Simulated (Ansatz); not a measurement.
**CH₅AlFNSSi: a ladder of functionals and wavefunction methods**

An exercise on one series of results from a longer session: the logs are not shown, and one member is left open.

Program: Ansatz 0.2.0, Gaussian basis. Level of theory: functionals in def2-TZVPP, the program's frozen cores in correlated methods. These are calculated values, not measurements.

Levels to be run: LDA (SPW92), PBE-D4, revPBE-D4, BLYP-D4, r2SCAN-D4, B97M-V, PBE0-D4, B3LYP-D4, r2SCANh-D4, r2SCAN0-D4, HSE06-D4, BHLYP-D4, CAM-B3LYP-D4, LC-ωPBE, ωB97X-V, ωB97M-V, B2PLYP, PBE-QIDH; CCSD(T)/def2-SVP; CCSD(T)/def2-TZVPP; MP2/def2-QZVPP; extrapolation to the limit; RPA on PBE.

**Structure used throughout**

An earlier PBE0-D4 in a triple-zeta def2 set relaxation fixed the geometry.

SMILES `[F][Al]1[SiH2]NC[S]1`, 11 atoms, charge 0, spin multiplicity 1.

Atoms are counted from 1 here; the program's logs count them from 0.

Bond lengths: F1–Al2 1.647 Å, Al2–Si3 2.427 Å, Al2–S6 2.172 Å, Si3–N4 1.753 Å, Si3–H7 1.490 Å, Si3–H8 1.486 Å, N4–C5 1.430 Å, N4–H9 1.009 Å, C5–S6 1.894 Å, C5–H10 1.089 Å, C5–H11 1.090 Å. Angles: F1–Al2–Si3 138.0°, F1–Al2–S6 123.4°, Si3–Al2–S6 98.4°, Al2–Si3–N4 92.2°, Al2–Si3–H7 117.0°, Al2–Si3–H8 118.9°, N4–Si3–H7 110.8°, N4–Si3–H8 107.6°, H7–Si3–H8 108.6°, Si3–N4–C5 118.6°, Si3–N4–H9 115.4°, C5–N4–H9 112.4°, N4–C5–S6 117.9°, N4–C5–H10 110.9°, N4–C5–H11 110.4°, S6–C5–H10 103.8°, S6–C5–H11 105.2°, H10–C5–H11 108.0° and more.

Set-up of the first run:

Input file in.yaml:

```yaml
crystal:
  periodic: [false, false, false]
  atoms:
    - {symbol: F, position_ang: [-0.968220, 1.024838, 3.270369]}
    - {symbol: Al, position_ang: [-0.519168, 0.641503, 1.732419]}
    - {symbol: Si, position_ang: [0.545918, -1.205172, 0.571476]}
    - {symbol: N, position_ang: [0.056503, -0.591286, -0.996250]}
    - {symbol: C, position_ang: [0.027292, 0.823715, -1.199102]}
    - {symbol: S, position_ang: [-0.992548, 1.870661, 0.005505]}
    - {symbol: H, position_ang: [2.029858, -1.296356, 0.664068]}
    - {symbol: H, position_ang: [-0.023330, -2.570491, 0.717383]}
    - {symbol: H, position_ang: [-0.733836, -1.057308, -1.416939]}
    - {symbol: H, position_ang: [-0.392363, 1.067414, -2.174042]}
    - {symbol: H, position_ang: [1.035392, 1.235580, -1.154289]}
basis:
  gaussian: {orbitals: def2-TZVPP}
hamiltonian: {xc: lda}
output: {orbitals: {seedname: orbitals}}
```

Among the steps run: LDA; PBE-D4 (GGA); revPBE-D4 (GGA); BLYP-D4 (GGA); r2SCAN-D4 (meta-GGA); B97M-V (meta-GGA); PBE0-D4 (hybrid); B3LYP-D4 (hybrid); r2SCANh-D4 (hybrid); r2SCAN0-D4 (hybrid); HSE06-D4 (hybrid); BHLYP-D4 (hybrid); CAM-B3LYP-D4 (range-separated); LC-ωPBE (range-separated); ωB97X-V (range-separated); ωB97M-V (range-separated); B2PLYP (double hybrid); PBE-QIDH (double hybrid).

One table of the session follows, with a row left open; its other results are not shown here.

It belongs to the step «Orbital energies across the functionals». 

| functional | HOMO (eV) | LUMO (eV) | gap (eV) |
| --- | --- | --- | --- |
| LDA (SPW92) | ? | ? | ? |
| PBE-D4 | -5.70 | -2.11 | 3.59 |
| revPBE-D4 | -5.64 | -2.02 | 3.62 |
| BLYP-D4 | -5.54 | -1.94 | 3.60 |
| r2SCAN-D4 | -5.94 | -1.94 | 4.00 |
| B97M-V | -6.02 | -2.06 | 3.95 |
| PBE0-D4 | -6.87 | -1.39 | 5.48 |
| B3LYP-D4 | -6.64 | -1.54 | 5.11 |
| r2SCANh-D4 | -6.37 | -1.68 | 4.69 |
| r2SCAN0-D4 | -7.03 | -1.29 | 5.73 |
| HSE06-D4 | -6.47 | -1.75 | 4.72 |
| BHLYP-D4 | -7.91 | -0.56 | 7.35 |
| CAM-B3LYP-D4 | -8.12 | -0.38 | 7.74 |
| LC-ωPBE | -9.40 | 0.63 | 10.02 |
| ωB97X-V | -9.08 | 0.54 | 9.62 |
| ωB97M-V | -8.92 | 0.31 | 9.23 |

Q: Estimate the row for LDA (SPW92) from the others.

**Answer.** HOMO (eV): -5.85; LUMO (eV): -2.32; gap (eV): 3.53. In the column «HOMO (eV)» it lies between r2SCAN-D4 (-5.94) and PBE-D4 (-5.70).
